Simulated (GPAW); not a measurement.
HPbNO4:

```
H Pb N O
1.0
     3.85707    0.00178   -0.03658
     0.17353    4.33436   -0.01647
     0.75803    0.83873    5.87662
H Pb N O
1 1 1 4
Direct
  0.61511 0.89559 0.19844
  0.64597 0.44651 0.91685
  0.71474 0.23810 0.50058
  0.16958 0.47007 0.77768
  0.62919 0.97045 0.49845
  0.56424 0.92583 0.03849
  0.78022 0.42250 0.31951
```

The cell was built by a generator and needn't be a form met in nature.

Base run:

| Property | Result |
| --- | --- |
| Program | GPAW 26.7.0 |
| Functional | AM05 |
| Potentials or basis | PAW data sets generated in the run's folder for this functional |
| Cutoff | 800 eV |
| Basis | pw |
| k mesh | 5 × 5 × 3 |
| Occupations | fermi-dirac, width 0.05 eV |
| Spin | no spin polarisation |

Its results: pressure -3.1 GPa; largest force 0.513 eV/Å.

Problem. After a change of settings the same cell gave: pressure -4.6 GPa; largest force 0.525 eV/Å. Which change was it?
A. functional from AM05 to r2SCAN; potentials or basis from PAW data sets generated in the run's folder for this functional to GPAW PAW data sets (gpaw-data 1.2.1)
B. functional from AM05 to PBEsol
C. functional from AM05 to LDA; potentials or basis from PAW data sets generated in the run's folder for this functional to the program's PAW data sets (release 1.2.1) made for this functional
D. functional from AM05 to PW91

Solution. A.

Caveats: the PAW data sets were made with another functional, which shifts forces and pressure a little (some runs).

Runs at the PBE level aren't shown here.
